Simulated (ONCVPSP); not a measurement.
**Pseudopotential generation for tungsten: ONCV, PBE**

Task: generate the file, and judge it by its errors in other configurations, its logarithmic derivatives, its ghosts and its cutoff.

Method: ONCVPSP 4.0.1, PBE, scalar-relativistic.

## (1) Starting point

The settings as typed:

```json
{
 "element": "tungsten (W, Z = 74)",
 "type": "optimised norm-conserving Vanderbilt (ONCV)",
 "frozen core": "[Kr] 4d10",
 "valence charge": "28",
 "reference configuration": "4f14 5s2 5p6 5d4 6s1.75 (charge +0.25)",
 "partial waves": "5s+6s: rc 1.95 bohr, ncon 4, nbas 8, qcut 6.1 1/bohr, 2 projectors; 5p: rc 1.55 bohr, ncon 3, nbas 6, qcut 9.1 1/bohr, 2 projectors, debl 0.6 Ha; 5d: rc 2.20 bohr, ncon 3, nbas 7, qcut 7.3 1/bohr, 1 projector; 4f: rc 0.55 bohr, ncon 5, nbas 9, qcut 21.8 1/bohr, local",
 "local potential": "the f channel",
 "core correction": "polynomial model core, fcfact 0.25"
}
```

The nodes and maxima of the atom's own shells, from an earlier all-electron run, set the scale for the radii.

All-electron outer shells of the reference configuration (PBE, scalar-relativistic, ld1.x):

| shell | level (eV) | outermost node (bohr) | outermost maximum (bohr) |
| --- | --- | --- | --- |
| 4d | -240.18 | 0.22 | 0.45 |
| 5s | -80.83 | 0.53 | 0.96 |
| 5p | -44.97 | 0.57 | 1.09 |
| 4f | -34.96 | – | 0.43 |
| 6s | -7.26 | 1.28 | 2.64 |
| 5d | -6.19 | 0.63 | 1.49 |
| 6p | -2.63 | 1.53 | 3.61 |

## (2) The generation run

Contents of W.dat:

```
# ATOM AND REFERENCE CONFIGURATION
# atsym  z   nc   nv     iexc    psfile
  W 74.00    9    5        4      upf
#
#   n    l    f
    1    0    2.00
    2    0    2.00
    2    1    6.00
    3    0    2.00
    3    1    6.00
    3    2   10.00
    4    0    2.00
    4    1    6.00
    4    2   10.00
    4    3   14.00
    5    0    2.00
    5    1    6.00
    5    2    4.00
    6    0    1.75
#
# PSEUDOPOTENTIAL AND OPTIMIZATION
# lmax
    3
#
#   l,   rc,      ep,       ncon, nbas, qcut
    0    1.95    0.00    4    8    6.10
    1    1.55    0.00    3    6    9.10
    2    2.20    0.00    3    7    7.30
    3    0.55    0.00    5    9   21.80
#
# LOCAL POTENTIAL
# lloc, lpopt,  rc(5),   dvloc0
    3    5    0.55    0.00
#
# VANDERBILT-KLEINMAN-BYLANDER PROJECTORs
# l, nproj, debl
    0    2    3.50
    1    2    0.60
    2    1    4.00
    3    0    2.30
#
# MODEL CORE CHARGE
# icmod, fcfact, rcfact
    1    0.25    0.00
#
# LOG DERIVATIVE ANALYSIS
# epsh1, epsh2, depsh
   -4.00    5.00    0.02
#
# OUTPUT GRID
# rlmax, drl
    6.00    0.01
#
# TEST CONFIGURATIONS
# ncnf
    4
# nvcnf
#   n    l    f
    5
    4    3   14.00
    5    0    2.00
    5    1    6.00
    5    2    4.00
    6    0    2.00
#
    5
    4    3   14.00
    5    0    2.00
    5    1    6.00
    5    2    4.00
    6    0    1.00
#
    5
    4    3   14.00
    5    0    2.00
    5    1    6.00
    5    2    4.00
    6    0    0.00
#
    6
    4    3   14.00
    5    0    2.00
    5    1    6.00
    5    2    4.00
    6    0    0.00
    6    1    2.00
#
```

The run is started by

```sh
$ oncvpsp.x < W.dat > W.out
```

Output in W.out (without the consistency checks and plot data):

```text
ONCVPSP  (Optimized Norm-Conservinng Vanderbilt PSeudopotential)
scalar-relativistic version 4.0.1

#   n    l    f        energy (Ha)
    1    0    2.00    -2.5540813E+03
    2    0    2.00    -4.4087684E+02
    2    1    6.00    -3.8553304E+02
    3    0    2.00    -1.0158665E+02
    3    1    6.00    -8.5200180E+01
    3    2   10.00    -6.6366754E+01
    4    0    2.00    -2.1008487E+01
    4    1    6.00    -1.5634539E+01
    4    2   10.00    -8.8265520E+00
    4    3   14.00    -1.2847310E+00
    5    0    2.00    -2.9704064E+00
    5    1    6.00    -1.6524671E+00
    5    2    4.00    -2.2761107E-01
    6    0    1.75    -2.6679174E-01

Reference configufation results
  iterations    28
  all-electron total energy (Ha)   -1.61424538D+04

Begin loop to  construct optimized pseudo wave functions
and semi-local pseudopoentials for all angular momenta

Calculating optimized projector #   1

 for l=   0

    Fraction of norm inside rc  0.981547
    Optimizing pswf for qcut=   6.09 a_B^-1,  ecut=  18.55 Ha
    Residual kinetic energy error=  5.03D-06 Ha

    Energy error per electron        Cutoff
         Ha          eV             Ha
         0.01000     0.27211        5.19
         0.00100     0.02721       12.23
         0.00010     0.00272       15.40
         0.00001     0.00027       17.68

Calculating optimized projector #   2

 for l=   0

    Fraction of norm inside rc  0.113774
    Optimizing pswf for qcut=   6.09 a_B^-1,  ecut=  18.55 Ha
    Residual kinetic energy error=  1.71D-05 Ha

    Energy error per electron        Cutoff
         Ha          eV             Ha
         0.01000     0.27211        4.37
         0.00100     0.02721       12.50
         0.00010     0.00272       16.15
         0.00001     0.00027       21.99

WARNING wellstate: negative energy specified for n= 6 l=  1
WARNING scattering state with energy  0.25000000
WARNING will be used for the first projector

   Wellstate for l =  1  n =  6
     eigenvalue =   0.2500
     asymptotic potential =   0.7500
     half-point radius =  3.2896

Calculating optimized projector #   1

 for l=   1

    Fraction of norm inside rc  0.784804
    Optimizing pswf for qcut=   9.10 a_B^-1,  ecut=  41.40 Ha
    Residual kinetic energy error=  1.76D-06 Ha

    Energy error per electron        Cutoff
         Ha          eV             Ha
         0.01000     0.27211       20.23
         0.00100     0.02721       27.57
         0.00010     0.00272       32.88
         0.00001     0.00027       37.13

Calculating optimized projector #   2

 for l=   1

    Fraction of norm inside rc  0.083195
    Optimizing pswf for qcut=   9.10 a_B^-1,  ecut=  41.40 Ha
    Residual kinetic energy error=  4.33D-07 Ha

    Energy error per electron        Cutoff
         Ha          eV             Ha
         0.01000     0.27211       15.34
         0.00100     0.02721       25.42
         0.00010     0.00272       31.66
         0.00001     0.00027       36.18

Calculating optimized projector #   1

 for l=   2

    Fraction of norm inside rc  0.650053
    Optimizing pswf for qcut=   7.31 a_B^-1,  ecut=  26.70 Ha
    Residual kinetic energy error=  4.76D-09 Ha

    Energy error per electron        Cutoff
         Ha          eV             Ha
         0.01000     0.27211       10.86
         0.00100     0.02721       14.53
         0.00010     0.00272       17.76
         0.00001     0.00027       20.44

Calculating optimized projector #   1

 for l=   3

    Fraction of norm inside rc  0.515867
    Optimizing pswf for qcut=  21.83 a_B^-1,  ecut= 238.17 Ha
    Residual kinetic energy error=  8.87D-02 Ha

    Energy error per electron        Cutoff
         Ha          eV             Ha
         0.01000     0.27211      871.61
         0.00100     0.02721     1081.46
         0.00010     0.00272     1183.97
         0.00001     0.00027     1441.22

Construct Vanderbilt / Kleinmman-Bylander projectors

B matrix Hermiticity error, ll=   0
   1   2    3.6548E-04

  Orthonormal projector coefficients  6.2232E+01  1.8277E+00

B matrix Hermiticity error, ll=   1
   1   2    2.8377E-04

  Orthonormal projector coefficients  3.1847E+01  1.5717E+00

Model core correction analysis
  based on d2Exc/dn_idn_j

d2excae - all-electron derivatives

   -2.513230D-02   -1.148441D-02   -8.024885D-03   -2.689296D-03
   -8.695358D-04
   -1.148381D-02   -2.862258D-02   -2.491693D-02   -1.056261D-02
   -1.478649D-03
   -8.026154D-03   -2.493497D-02   -2.502415D-02   -1.384734D-02
   -1.742403D-03
   -2.714140D-03   -1.074734D-02   -1.427352D-02   -1.308543D-02
   -2.844968D-03
   -9.080559D-04   -1.742591D-03   -2.468339D-03   -4.043971D-03
   -1.914600D-03

d2excps - pseudofunction derivatives with no core correction

   -4.838938D-02   -2.151531D-02   -1.000743D-02   -2.877049D-03
   -1.693443D-03
   -2.151496D-02   -2.493055D-02   -2.279609D-02   -9.942212D-03
   -1.392083D-03
   -1.000871D-02   -2.281396D-02   -2.610192D-02   -1.432277D-02
   -1.609364D-03
   -2.901936D-03   -1.012687D-02   -1.474896D-02   -1.324628D-02
   -2.842604D-03
   -1.732046D-03   -1.656002D-03   -2.335230D-03   -4.041872D-03
   -1.904606D-03

rms 2nd derivative error    5.573192E-03

Polynomial model core charge

d2excps - pseudofunction derivatives with core correction

   -3.330399D-02   -1.574163D-02   -8.447777D-03   -2.626800D-03
   -1.166760D-03
   -1.574113D-02   -2.172644D-02   -2.114700D-02   -9.628605D-03
   -1.144046D-03
   -8.449048D-03   -2.116485D-02   -2.504480D-02   -1.410607D-02
   -1.498569D-03
   -2.651677D-03   -9.813215D-03   -1.453215D-02   -1.320032D-02
   -2.821986D-03
   -1.205336D-03   -1.407876D-03   -2.224303D-03   -4.021034D-03
   -1.882485D-03

rms 2nd derivative error    2.696575E-03

Pseudoatom total energy -375.210505

Diagnostic tests using Vanderbilt-Kleinman-Bylander pseudopotentials
  1 or more projectors used as specified by nproj input data

   l    rcore       rmatch      e in        delta e   norm test  slope test

   0   1.9529618   2.0122580  -2.9704064   0.0000022   1.0002141   1.0001946
   0   1.9529618   2.0122580  -0.2667917   0.0000018   1.0000304   1.0000241

   1   1.5558599   1.6030992  -1.6524671  -0.0000085   1.0001572   1.0001742
   1   1.5558599   1.6030992   0.2500000   0.0000148   1.0003952   1.0003952

   2   2.2011689   2.2680012  -0.2276111  -0.0000019   0.9999995   0.9999991

   3   0.5527386   0.5695210  -1.2847310   0.0010863   1.0000850   0.9995531

 Testing for bound ghosts
   n   l    E NL Schr. Eq   E Basis Diag.   E Cutoff

       0                      -35.352893     69.61  WARNING - GHOST(-)
   1   0       -2.970404       -2.826365     69.61
   2   0       -0.266790       -0.231580     69.61

       1                      -37.259295     64.08  WARNING - GHOST(-)
   2   1       -1.652476       -1.649363     64.08

       2                      -19.899977     37.99  WARNING - GHOST(-)
   3   2       -0.227613       -0.225952     37.99

 Testing for highly-localized positive-energy ghosts
       l    <radius>/rc     E Basis Diag.   E Cutoff

       0        0.772243        4.160493     69.61  WARNING - GHOST(+)

Test configuration 0

   n   l     f        eae           eps        diff
   1   0  2.0000-2554.08125712
   2   0  2.0000 -440.87684220
   2   1  6.0000 -385.53304464
   3   0  2.0000 -101.58664781
   3   1  6.0000  -85.20018036
   3   2 10.0000  -66.36675361
   4   0  2.0000  -21.00848687
   4   1  6.0000  -15.63453929
   4   2 10.0000   -8.82655195
   4   3 14.0000   -1.28473100   -1.28364470    1.09D-03
   5   0  2.0000   -2.97040635   -2.97040410    2.25D-06
   5   1  6.0000   -1.65246709   -1.65247558   -8.49D-06
   5   2  4.0000   -0.22761107   -0.22761292   -1.85D-06
   6   0  1.7500   -0.26679174   -0.26678994    1.79D-06

    Total energies and differences
      AE_ref= -1.61424538D+04  AE_tst= -1.61424538D+04  dif=  0.00D+00
      PS_ref= -3.75210505D+02  PS_tst= -3.75210505D+02  dif= -4.55D-13
      PSP excitation error=  4.55D-13

Test configuration 1

psatom: WARNING lschvkbb convergence error n,l,iter=   4   3   1
ea(ii),et,emin,emax -1.220327E+00 -1.342360E+00 -1.342360E+00 -1.342360E+00
run_config: WARNING for fully non-local PS atom, stg. 2
 WARNING no output for configuration 2

Test configuration 2

   n   l     f        eae           eps        diff
   1   0  2.0000-2554.29339267
   2   0  2.0000 -441.08744223
   2   1  6.0000 -385.74369191
   3   0  2.0000 -101.79738334
   3   1  6.0000  -85.41091876
   3   2 10.0000  -66.57739252
   4   0  2.0000  -21.21929772
   4   1  6.0000  -15.84531711
   4   2 10.0000   -9.03722917
   4   3 14.0000   -1.49534176   -1.49658674   -1.24D-03
   5   0  2.0000   -3.18114191   -3.18189646   -7.55D-04
   5   1  6.0000   -1.86379527   -1.86378664    8.62D-06
   5   2  4.0000   -0.43098130   -0.43088507    9.62D-05
   6   0  1.0000   -0.44766545   -0.44777061   -1.05D-04

    Total energies and differences
      AE_ref= -1.61424538D+04  AE_tst= -1.61421869D+04  dif=  2.67D-01
      PS_ref= -3.75210505D+02  PS_tst= -3.74943441D+02  dif=  2.67D-01
      PSP excitation error= -1.30D-04

Test configuration 3

   n   l     f        eae           eps        diff
   1   0  2.0000-2554.61257383
   2   0  2.0000 -441.40399517
   2   1  6.0000 -386.06033646
   3   0  2.0000 -102.11383988
   3   1  6.0000  -85.72738216
   3   2 10.0000  -66.89373317
   4   0  2.0000  -21.53583630
   4   1  6.0000  -16.16181158
   4   2 10.0000   -9.35356450
   4   3 14.0000   -1.81143461   -1.81671277   -5.28D-03
   5   0  2.0000   -3.49679521   -3.49889064   -2.10D-03
   5   1  6.0000   -2.17922323   -2.17922730   -4.07D-06
   5   2  4.0000   -0.73062511   -0.73038120    2.44D-04

    Total energies and differences
      AE_ref= -1.61424538D+04  AE_tst= -1.61416107D+04  dif=  8.43D-01
      PS_ref= -3.75210505D+02  PS_tst= -3.74366804D+02  dif=  8.44D-01
      PSP excitation error= -5.43D-04

Test configuration 4

   n   l     f        eae           eps        diff
   1   0  2.0000-2554.12999045
   2   0  2.0000 -440.92412088
   2   1  6.0000 -385.58027173
   3   0  2.0000 -101.63435838
   3   1  6.0000  -85.24788010
   3   2 10.0000  -66.41435067
   4   0  2.0000  -21.05643923
   4   1  6.0000  -15.68244262
   4   2 10.0000   -8.87432693
   4   3 14.0000   -1.33243451   -1.33691375   -4.48D-03
   5   0  2.0000   -3.01844930   -3.01989646   -1.45D-03
   5   1  6.0000   -1.70025540   -1.70019781    5.76D-05
   5   2  4.0000   -0.26252537   -0.26232658    1.99D-04
   6   1  2.0000   -0.10078846   -0.10080889   -2.04D-05

    Total energies and differences
      AE_ref= -1.61424538D+04  AE_tst= -1.61421731D+04  dif=  2.81D-01
      PS_ref= -3.75210505D+02  PS_tst= -3.74929514D+02  dif=  2.81D-01
      PSP excitation error= -2.25D-04
```

It took 4.8 s on 1 thread of Intel Xeon Platinum 8488C, shared host.

The projector energies used in the p channel were -1.652, 0.250 Ha; the program set a typed value aside.

All-electron and pseudo partial waves u(r) = r·R(r), from the program's wave files:

```tsv
r (bohr)	5s AE	5s PS	5p AE	5p PS
0.110	0.2451	0.1819	0.2509	0.0142
0.220	0.0516	0.3587	0.0609	0.0601
0.330	-0.5943	0.5253	-0.4848	0.1442
0.440	-0.4424	0.6749	-0.4594	0.2685
0.550	0.0991	0.8015	-0.0851	0.4266
0.660	0.6160	0.8995	0.3417	0.6017
0.770	0.9585	0.9645	0.6820	0.7697
0.880	1.1220	0.9937	0.9020	0.9062
0.990	1.1499	0.9871	1.0134	0.9932
1.100	1.0909	0.9477	1.0416	1.0244
1.210	0.9844	0.8811	1.0126	1.0044
1.320	0.8581	0.7947	0.9480	0.9458
1.430	0.7296	0.6967	0.8643	0.8640
1.540	0.6090	0.5952	0.7727	0.7726
1.650	0.5011	0.4969	0.6807	0.6806
1.760	0.4079	0.4071	0.5929	0.5928
1.870	0.3292	0.3291	0.5119	0.5118
1.980	0.2639	0.2638	0.4389	0.4389
2.090	0.2103	0.2103	0.3743	0.3742
2.200	0.1669	0.1668	0.3177	0.3176
2.310	0.1319	0.1319	0.2686	0.2686
2.420	0.1040	0.1039	0.2265	0.2264
2.530	0.0817	0.0817	0.1904	0.1904
2.640	0.0641	0.0640	0.1598	0.1597
2.750	0.0501	0.0501	0.1338	0.1337
2.860	0.0392	0.0391	0.1118	0.1118
```

Densities times 4π (e/bohr³); a dash where the program caps the true core:

```tsv
r (bohr)	pseudo valence	true core	model core
0.110	10.22	–	177.5
0.330	229.2	400.3	149.5
0.550	77.55	122.9	75.16
0.770	29.7	17.03	16.64
0.990	14.94	1.973	1.973
1.210	8.181	0.227	0.227
1.430	4.302	0.02689	0.02689
1.650	2.25	0.003288	0.003288
1.870	1.24	0.0004128	0.0004128
2.090	0.7407	5.308e-05	5.308e-05
2.310	0.4769	6.946e-06	6.946e-06
2.530	0.3241	9.452e-07	9.452e-07
2.750	0.2277	1e-07	1e-07
```

## (3) The configuration tests of the same run

1 test gave no usable energy difference (4f14 5s2 5p6 5d4 6s2).

Energies count from the reference configuration 4f14 5s2 5p6 5d4 6s1.75; the error is all-electron less pseudo.

| valence configuration | charge | ΔE all-electron (eV) | error AE − PS (meV) |
| --- | --- | --- | --- |
| 4f14 5s2 5p6 5d4 6s1 | +1 | 7.264 | -3.5 |
| 4f14 5s2 5p6 5d4 6s0 | +2 | 22.943 | -15 |
| 4f14 5s2 5p6 5d4 6s0 6p2 | 0 | 7.640 | -6.1 |

## (4) Scattering by logarithmic derivatives

Taken from the files of the generation run. The phase is arctan(r·R′/R) of the radial function R, unwrapped, with energies in Ha. A pole is an energy at which the radial function vanishes at the test radius. The pseudo phase is shifted by a multiple of π to meet the all-electron one at the reference energy. Levels narrower than the energy grid can be missing from the poles. The last column is the largest difference on the grid between −0.5 and +0.5 Ha.

| channel | radius (bohr) | reference (Ha) | poles AE | poles PS | window around the reference with phases within 0.05 rad (Ha) | largest difference near zero (rad) |
| --- | --- | --- | --- | --- | --- | --- |
| s | 1.98 | -0.27 | -2.82, 3.75 | -2.82, 3.20 | below 3.3 | 0.002 |
| p | 1.57 | -1.65 | -0.30 | -0.30 | the whole range | 0.000 |
| d | 2.23 | -0.23 | 0.40 | 0.40, 4.78 | below 1.7 | 0.001 |
| f | 0.56 | -1.28 | none | none | the whole range | 0.002 |

Phases (rad) along the scan:

```tsv
E (Ha)	s AE	s PS	p AE	p PS
-3.98	1.238	1.238	1.057	1.057
-3.50	1.058	1.058	0.898	0.898
-3.02	-1.245	-1.245	0.560	0.559
-2.54	-1.709	-1.709	-0.181	-0.181
-2.06	-1.819	-1.819	-0.921	-0.921
-1.58	-1.911	-1.911	-1.261	-1.261
-1.10	-2.036	-2.036	-1.425	-1.425
-0.62	-2.261	-2.261	-1.523	-1.523
-0.14	-2.768	-2.768	-1.592	-1.592
0.34	-3.627	-3.629	-1.648	-1.648
0.82	-4.160	-4.163	-1.700	-1.700
1.30	-4.391	-4.396	-1.754	-1.754
1.78	-4.510	-4.518	-1.817	-1.817
2.26	-4.584	-4.595	-1.898	-1.898
2.74	-4.635	-4.655	-2.016	-2.018
3.22	-4.675	-4.716	-2.216	-2.221
3.70	-4.709	-4.851	-2.599	-2.614
4.18	-4.740	-7.618	-3.254	-3.286
4.66	-4.770	-7.804	-3.844	-3.872
```

## (5) Plane-wave cutoff and ghosts

Read off the output, the cutoffs (Ha) at which the residual kinetic energy of the hardest occupied pseudo-wave falls to 1 and 0.1 mHa per electron: 1081 Ha and 1184 Ha.

The program's own ghost test: GHOST(-) flagged for s at -962.0 eV, p at -1013.9 eV, d at -541.5 eV; GHOST(+) flagged for s at 113.2 eV.

Cutoff (Ha) at which the first wave of each channel reaches a given error (Ha per electron):

```tsv
error	s	p	d	f
1.0e-02	5.2	20.2	10.9	871.6
3.2e-03	9.8	24.3	12.7	1006.8
1.0e-03	12.2	27.6	14.5	1081.5
3.2e-04	13.8	30.3	16.1	1135.1
1.0e-04	15.4	32.9	17.8	1184.0
3.2e-05	16.5	35.0	19.1	1242.6
1.0e-05	17.7	37.1	20.4	1441.2
```

## (6) Results

| quantity | value |
| --- | --- |
| cutoffs for 1 and 0.1 mHa per electron, occupied waves | 1081 Ha and 1184 Ha |
| bound ghosts | s at -962.00 eV, p at -1013.88 eV, d at -541.51 eV |
| GHOST(+) flags | s at 113 eV |
| largest miss of a reference level | 30 meV (4f) |
| largest test error (AE − PS) | -15 meV, for 4f14 5s2 5p6 5d4 6s0 (1 test unsolved) |
| largest phase difference near zero energy, channels read | 0.002 rad |
| rms error of d²Exc/dn², without and with the model core | 5.57 and 2.70 mHa |
| projector energies reset by the program | p: -1.652, 0.250 Ha |

A bound ghost (s, p, d) makes it unfit for use: electrons can fall into a state that the atom doesn't have. The worst unpolarised test, 4f14 5s2 5p6 5d4 6s0, is off by 15 meV on 22.9 eV; by total energies transferability rates as good where solved. Atomic tests can pass in spite of a ghost, since they solve only for the levels asked. Of the tests 1 gave no usable energy difference, which is a warning in itself. It counts as very hard, with 1081 Ha needed at the looser tolerance. At the looser tolerance the 4f wave is the slowest; 5p needs 28 Ha. Near zero energy the phases of the channels with partial waves agree within 0.002 rad. The program also flags highly localised states, GHOST(+) (s).
